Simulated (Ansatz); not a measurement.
# CH3BFNS: up Jacob's ladder to CCSD(T)

The task here is to estimate one member of a computed series from the others.

The runs use Ansatz 0.2.0, Gaussian basis; functionals in def2-TZVPP, the program's frozen cores in correlated methods.

The runs, in order: LDA (SPW92), PBE-D4, revPBE-D4, BLYP-D4, r2SCAN-D4, B97M-V, PBE0-D4, B3LYP-D4, r2SCANh-D4, r2SCAN0-D4, HSE06-D4, BHLYP-D4, CAM-B3LYP-D4, LC-ωPBE, ωB97X-V, ωB97M-V, B2PLYP, PBE-QIDH; CCSD(T)/def2-SVP; CCSD(T)/def2-TZVPP; MP2/def2-QZVPP; extrapolation to the limit; RPA on PBE.

### The relaxed structure

All runs share one geometry, relaxed beforehand with PBE0-D4 in a triple-zeta def2 set.

SMILES `N=CB(F)S`, 8 atoms, charge 0, spin multiplicity 1.

Atoms are counted from 1 here; the program's logs count them from 0.

Bond lengths: N1–C2 1.271 Å, N1–H6 1.024 Å, C2–B3 1.573 Å, C2–H7 1.096 Å, B3–F4 1.328 Å, B3–S5 1.793 Å, S5–H8 1.343 Å. Angles: C2–N1–H6 110.4°, N1–C2–B3 123.7°, N1–C2–H7 116.3°, B3–C2–H7 120.0°, C2–B3–F4 118.1°, C2–B3–S5 124.2°, F4–B3–S5 117.7°, B3–S5–H8 95.0°.

Set-up of the first run:

File in.yaml:

```yaml
crystal:
  periodic: [false, false, false]
  atoms:
    - {symbol: N, position_ang: [-0.642086, 0.775050, 1.597581]}
    - {symbol: C, position_ang: [0.135792, 0.490770, 0.633933]}
    - {symbol: B, position_ang: [-0.246281, -0.486478, -0.538260]}
    - {symbol: F, position_ang: [-1.454024, -1.038248, -0.524330]}
    - {symbol: S, position_ang: [0.845951, -0.906383, -1.897243]}
    - {symbol: H, position_ang: [-1.533834, 0.282456, 1.493189]}
    - {symbol: H, position_ang: [1.122305, 0.967860, 0.649828]}
    - {symbol: H, position_ang: [1.864278, -0.142127, -1.470396]}
basis:
  gaussian: {orbitals: def2-TZVPP}
hamiltonian: {xc: lda}
output: {orbitals: {seedname: orbitals}}
```

On the command line:

```sh
ansatz run in.yaml --threads 2 --pin off --events-out ev --progress --plain --max-ram 4352MiB
```

Among the steps run: LDA; PBE-D4 (GGA); revPBE-D4 (GGA); BLYP-D4 (GGA); r2SCAN-D4 (meta-GGA); B97M-V (meta-GGA); B3LYP-D4 (hybrid); r2SCANh-D4 (hybrid); r2SCAN0-D4 (hybrid); HSE06-D4 (hybrid); BHLYP-D4 (hybrid); CAM-B3LYP-D4 (range-separated); LC-ωPBE (range-separated); ωB97X-V (range-separated); ωB97M-V (range-separated); B2PLYP (double hybrid); PBE-QIDH (double hybrid).

One table of the session follows, with a row left open; its other results are not shown here.

It belongs to the step «Orbital energies across the functionals». 

```
  functional  HOMO (eV)  LUMO (eV)  gap (eV)
 LDA (SPW92)      -6.28      -3.36      2.91
      PBE-D4      -6.19      -3.10      3.08
   revPBE-D4          ?          ?         ?
     BLYP-D4      -6.10      -2.94      3.16
   r2SCAN-D4      -6.52      -2.97      3.55
      B97M-V      -6.70      -2.85      3.85
     PBE0-D4      -7.73      -2.15      5.58
    B3LYP-D4      -7.50      -2.35      5.15
  r2SCANh-D4      -7.09      -2.61      4.48
  r2SCAN0-D4      -7.95      -2.07      5.88
    HSE06-D4      -7.32      -2.53      4.79
    BHLYP-D4      -9.22      -1.04      8.18
CAM-B3LYP-D4      -9.19      -0.98      8.21
     LC-ωPBE     -10.54       0.16     10.70
     ωB97X-V     -10.21       0.12     10.32
     ωB97M-V     -10.08       0.04     10.13
```

Q: Estimate the row for revPBE-D4 from the others.

The run gave: HOMO (eV): -6.14; LUMO (eV): -3.01; gap (eV): 3.14. In the column «HOMO (eV)» it lies between PBE-D4 (-6.19) and BLYP-D4 (-6.10).
